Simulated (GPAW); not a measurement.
Runs of GPAW 26.7.0 on NbTe. It takes space group P-6m2 (No. 187, hexagonal). Conventional cell: a = 3.703 Å, b = 3.703 Å, c = 3.694 Å, α = 90.00°, β = 90.00°, γ = 120.00°. Te (site symmetry -6m2) has 6 Nb at 2.83 Å as nearest neighbours. Nb (site symmetry -6m2) is surrounded by 6 Te at 2.83 Å. The cell comes from a database or a generator and needn't be the stable form of this composition.

| level | potentials or basis | eigensolver | pressure (GPa) |
| --- | --- | --- | --- |
| RPBE | the program's PAW data sets (release 1.2.1) made for this functional, pw | - | 0.7 |
| LDA | the program's PAW data sets (release 1.2.1) made for this functional, pw | - | -8.5 |
| r2SCAN | GPAW PAW data sets (gpaw-data 1.2.1), pw | - | -2.1 |
| PBE | GPAW PAW data sets (gpaw-data 1.2.1), pw | - | -1.5 |
| PBEsol | PAW data sets generated in the run's folder for this functional, pw | - | -6.1 |
| revPBE | the program's PAW data sets (release 1.2.1) made for this functional, pw | - | (a) |
| BLYP | PAW data sets generated in the run's folder for this functional, pw | davidson | (b) |

Alike in all rows: task band structure; no spin polarisation; cell as given; k mesh 8 × 8 × 7; cutoff (eV) 600; smearing fermi-dirac 0.05 eV.

Q: Estimate the missing entries.

A: (a) 0.1; (b) 5.5.

Caveats: the PAW data sets were made with another functional, which shifts forces and pressure a little (some runs).
